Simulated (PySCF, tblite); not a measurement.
# C₆H₄ClS₂ radical: geometry, infrared bands and EPR parameters

Wanted: the infrared bands and EPR parameters of C₆H₄ClS₂ radical (`CC(=S)c1c[c]c(Cl)s1`), by calculation.

Programs: tblite 0.8.0 and PySCF 2.14.0, with density-fitted response routines of our own. Each step states its level of theory. These are calculated values for one molecule in the gas phase, unless marked as measured. Atoms are numbered from 0 throughout.

**1. Starting geometry**

13 atoms, charge 0, multiplicity 2; geometry from: force field or distance geometry start.

Bonds of the start (Å): C0–C1 1.47, C1–S2 1.64, C1–C3 1.46, C3–C4 1.38, C4–C5 1.34, C5–C6 1.35, C6–Cl7 1.76, C6–S8 1.80, S8–C3 1.80, C0–H9 1.11, C0–H10 1.12, C0–H11 1.13, C4–H12 1.11.

**2. Optimising the geometry with GFN2-xTB**

The job: settings as JSON, then the geometry in Å.

```
{"job": {"kind": "relax", "xc": "GFN2-xTB", "basis": "xTB"}, "charge": 0, "multiplicity": 2}
C     -2.243400     0.345600    -0.003100
C     -0.933000     0.434100     0.648500
S     -0.819400     0.910500     2.215500
C      0.325500     0.102000    -0.019800
C      0.856500    -1.136700    -0.296100
C      2.030600    -1.126900    -0.932400
C      2.624600     0.045500    -1.237100
Cl     4.165700     0.284700    -2.043600
S      1.510800     1.317300    -0.627600
H     -2.202600     0.526800    -1.094400
H     -2.654300    -0.685400     0.163400
H     -2.978300     1.043300     0.500600
H      0.313000    -2.060300    -0.014000
```

The run is started by

```console
> OMP_NUM_THREADS=1 python probes_run.py task.json out
```

This one command runs all jobs of the session in turn.

**Question.** This job is followed by: GFN2-xTB harmonic vibrations, gas phase; UKS B3LYP, pcH-1 on C Cl H S, non-relativistic, mean-field spin-orbit, GIAO. What will the session give for the following? strongest single infrared mode (GFN2-xTB); zero-point energy (GFN2-xTB); g(iso) (B3LYP); ⟨S²⟩; largest a(iso) (averaged by class); potential on the surface of density 0.002 e/bohr³, 1st and 99th percentile.

As calculated:

| quantity | value |
| --- | --- |
| strongest single infrared mode (GFN2-xTB) | 1376 cm⁻¹, 346 km/mol |
| zero-point energy (GFN2-xTB) | 48.4 kcal/mol |
| g(iso) (B3LYP) | 1.99967 |
| ⟨S²⟩ | 0.759 (exact 0.75) |
| largest a(iso) (averaged by class) | 13C on C5, 414.2 MHz |
| potential on the surface of density 0.002 e/bohr³, 1st and 99th percentile | -0.75 V and 1.50 V |

In words: The optimisation took 105 steps and gained 0.858 eV; among the close pairs (by a distance rule), C6–Cl7 changed most, from 1.756 to 1.690 Å. All 33 modes are real, so the xTB geometry is a minimum. GFN2-xTB is a fitted tight-binding method: band positions and strengths are rough. Its intensities can rank the bands wrongly. C5 carries the largest spin population, 0.94 e. The isotropic g lies 2.6 ppt below the free-electron value. These values are for one conformer; the search (at its own cheap level) found 2 more, at 0.03, 1.62 kcal/mol (those within 0.05 may be mirror or relabelled copies), and measured spectra average over such forms.
